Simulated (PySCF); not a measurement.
# From one method to the next for SnO

Aim: see what other levels and later steps give for SnO.

Computed with PySCF 2.14.0. Level: each script names its method and basis.

6 further runs of the same task are left out: 3 for a known fault of the program, 3 that didn't finish.

### Step 1. Where the work starts

SnO: 2 atoms, charge 0, spin multiplicity 1.

Bond lengths: Sn1–O2 1.755 Å.

### Step 2. The run that the others are compared with

input.py

```python
from pyscf import gto, scf, mp

mol = gto.M(
    atom='Sn 0 0 0; O 0 0 1.755',
    basis='sto-3g',
    charge=0,
    spin=0,
    symmetry=True,
    verbose=3,
)
mf = scf.RHF(mol)
mf.kernel()
mp.MP2(mf).kernel()
mf.dip_moment()
print('orbital energies (hartree):', mf.mo_energy[..., max(0, mol.nelec[1]-3):mol.nelec[0]+3].round(4))
```

Started as:

```
$ python input.py
```

### Step 3. Slater, (RKS)

Run 1 changes functional: none (Hartree–Fock) → slater,; SCF type: RHF → RKS; step after the SCF: mp2 → analyze.

input.py

```python
from pyscf import gto, dft

mol = gto.M(
    atom='Sn 0 0 0; O 0 0 1.755',
    basis='sto-3g',
    charge=0,
    spin=0,
    symmetry=True,
    verbose=3,
)
mf = dft.RKS(mol, xc='slater,')
mf.kernel()
mf.analyze()
print('orbital energies (hartree):', mf.mo_energy[..., max(0, mol.nelec[1]-3):mol.nelec[0]+3].round(4))
```

### Step 4. Pbesol (RKS)

Run 2 changes functional: none (Hartree–Fock) → pbesol; SCF type: RHF → RKS; step after the SCF: mp2 → analyze.

input.py

```python
from pyscf import gto, dft

mol = gto.M(
    atom='Sn 0 0 0; O 0 0 1.755',
    basis='sto-3g',
    charge=0,
    spin=0,
    symmetry=True,
    verbose=3,
)
mf = dft.RKS(mol, xc='pbesol')
mf.kernel()
mf.analyze()
print('orbital energies (hartree):', mf.mo_energy[..., max(0, mol.nelec[1]-3):mol.nelec[0]+3].round(4))
```

### Step 5. TDA

Run 3 changes step after the SCF: mp2 → tda; number of roots: none → 5.

input.py, as its differences from that of step 2:

```diff
@@ -1,2 +1,2 @@
-from pyscf import gto, scf, mp
+from pyscf import gto, scf, tdscf
 
@@ -12,3 +12,6 @@
 mf.kernel()
-mp.MP2(mf).kernel()
+td = tdscf.TDA(mf)
+td.nstates = 5
+td.kernel()
+td.analyze()
 mf.dip_moment()
```

### Step 6. Stability test

Run 4 changes step after the SCF: mp2 → stability; point-group symmetry: on → off.

input.py, as its differences from that of step 2:

```diff
@@ -1,2 +1,2 @@
-from pyscf import gto, scf, mp
+from pyscf import gto, scf
 
@@ -7,3 +7,2 @@
     spin=0,
-    symmetry=True,
     verbose=3,
@@ -12,3 +11,3 @@
 mf.kernel()
-mp.MP2(mf).kernel()
+mf.stability(internal=True, external=True)
 mf.dip_moment()
```

### Step 7. CASSCF

Run 5 changes step after the SCF: mp2 → casscf; active space: none → 10 electrons in 8 orbitals.

input.py, as its differences from that of step 2:

```diff
@@ -1,2 +1,2 @@
-from pyscf import gto, scf, mp
+from pyscf import gto, scf, mcscf
 
@@ -12,3 +12,5 @@
 mf.kernel()
-mp.MP2(mf).kernel()
+mc = mcscf.CASSCF(mf, 8, 10)
+mc.kernel()
+mc.analyze()
 mf.dip_moment()
```

### Step 8. SCF alone

Run 6 changes step after the SCF: mp2 → none.

input.py, as its differences from that of step 2:

```diff
@@ -1,2 +1,2 @@
-from pyscf import gto, scf, mp
+from pyscf import gto, scf
 
@@ -12,3 +12,2 @@
 mf.kernel()
-mp.MP2(mf).kernel()
 mf.dip_moment()
```

What does the calculation give? Wanted: for each run, E(SCF); from base; gap; SCF dipole; after the SCF.

As calculated:

```csv
run,E(SCF) (hartree),from base (eV),gap (eV),SCF dipole (D),after the SCF
base,-6037.054249,0,12.12,1.72,MP2 correlation -4.509 eV
"slater, (RKS) (poor choice)",-6027.820485,not comparable,3.49,0.43,n/a
pbesol (RKS),-6035.912543,not comparable,3.61,0.65,n/a
TDA,-6037.054249,0.0000,12.12,1.72,lowest root found 3.56 eV
stability test,-6037.054249,0.0000,12.12,1.72,unstable: RHF/RKS -> UHF/UKS
CASSCF,-6037.054249,0.0000,12.12,1.72,CASSCF correlation -4.378 eV
SCF alone,-6037.054249,0.0000,12.12,1.72,n/a
```

A lower total energy from another functional means nothing by itself. The dearest run is “CASSCF”, at 3.2 s against 0.78 s. Rows marked «poor choice» come from settings spoiled on purpose.
